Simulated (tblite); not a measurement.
# AlClFGeH2O3: the cost of one run

Programs: tblite 0.8.0 and PySCF 2.14.0. All values are calculated, for the isolated system unless a continuum is named. Atoms count from 0, parts from 1.

## 1. Starting point

9 atoms, charge 0, multiplicity 2; geometry: distance geometry start.

## 2. Geometry optimisation with GFN2-xTB

Job settings and geometry (Å):

```
{"job": {"kind": "relax", "xc": "GFN2-xTB", "basis": "xTB"}, "charge": 0, "multiplicity": 2}
Ge    -2.954630     0.077639     0.067149
F     -4.452194    -0.472987     0.781458
Cl    -2.984652     0.385858    -2.134595
O     -1.970995     1.330076     1.037542
Al    -0.193870     1.781619     0.698061
O      0.255911     2.071731    -1.121842
O      1.109717     0.931254     1.724207
H      0.893842     1.544323    -1.594025
H      1.455397     0.039601     1.554430
```

Level: GFN2-xTB geometry optimisation, gas phase.

The run is started by

```console
$ OMP_NUM_THREADS=1 python cluster_run.py task.json out
```

The driver reads the jobs from task.json and runs them one after another.

**Question.** How long does this first job take on 1 thread of Arm Neoverse V1, shared host?

About 1.2 s.
